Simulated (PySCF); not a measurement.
**C3H5ClSi: electronic excitations and core binding energies**

Aim: predict the electronic excitations and core binding energies of C3H5ClSi (`Cl[C@H]1C=C[SiH2]1`).

Computed with PySCF 2.14.0, with density-fitted response routines of our own, on a single molecule in the gas phase. Atoms are numbered from 0 throughout.

## (1) Starting geometry

10 atoms, charge 0, multiplicity 1; geometry from: GFN2-xTB.

Bonds of the start (Å): Cl0–C1 1.79, C1–C2 1.50, C2–C3 1.34, C3–Si4 1.89, Si4–C1 1.95, C1–H5 1.09, C2–H6 1.08, C3–H7 1.08, Si4–H8 1.46, Si4–H9 1.46.

## (2) TDDFT and polarisability: wB97X-D/def2-SVPD

The job: settings as JSON, then the geometry in Å.

```
{"job": {"kind": "uv", "xc": "wB97X-D", "basis": "def2-SVPD", "nstates": 8, "ntriplets": 3}, "charge": 0, "multiplicity": 1}
Cl    -0.484396     2.227972    -0.988888
C     -0.238596     0.955531     0.250440
C     -1.143550    -0.219489     0.047245
C     -0.325649    -1.259595    -0.143331
Si     1.266875    -0.247495    -0.027701
H     -0.364311     1.456950     1.209140
H     -2.221768    -0.181525     0.054974
H     -0.612292    -2.287083    -0.296307
H      2.132192    -0.443456     1.132637
H      2.000378     0.002843    -1.260736
```

Method: TDDFT wB97X-D/def2-SVPD, vertical, gas phase, core orbitals frozen in the response.

Command:

```bash
$ OMP_NUM_THREADS=1 python probes_run.py task.json out
```

One launch serves the whole session: the jobs run in the order shown.

**Question.** This job is followed by: delta-SCF UKS SCAN, pcX-2 on the ionised atom, pcseg-1 elsewhere, spin-free X2C. What will the session give for the following? lowest singlet (wB97X-D/def2-SVPD); brightest single state of those computed; lowest triplet; C1s binding energies, SCAN/pcX-2; Cl1s binding energies, SCAN/pcX-2; Cl2p binding energies, SCAN/pcX-2; Si1s binding energies, SCAN/pcX-2; Si2p binding energies, SCAN/pcX-2.

The runs gave:

| quantity | value |
| --- | --- |
| lowest singlet (wB97X-D/def2-SVPD) | 5.93 eV (209 nm), f = 0.002 |
| brightest single state of those computed | state 4, 6.98 eV, f = 0.115 |
| lowest triplet | 4.45 eV |
| C1s binding energies, SCAN/pcX-2 | C1 291.56, C2 290.91, C3 290.18 eV |
| Cl1s binding energies, SCAN/pcX-2 | Cl0 2828.05 eV |
| Cl2p binding energies, SCAN/pcX-2 | Cl0 206.01 eV |
| Si1s binding energies, SCAN/pcX-2 | Si4 1846.76 eV |
| Si2p binding energies, SCAN/pcX-2 | Si4 107.24 eV |

The first singlet state (HOMO→LUMO 0.91) lies at 5.93 eV and is weak; of the 8 states computed, the strongest absorption comes from state 4 at 6.98 eV. The lowest triplet lies 1.48 eV below the lowest singlet (triplets in Tamm-Dancoff, singlets in full TDDFT). C1 (allylic sp3 CH bonded to Cl and Si) binds its C1s electron 1.39 eV more tightly than C3 (alkene CH).
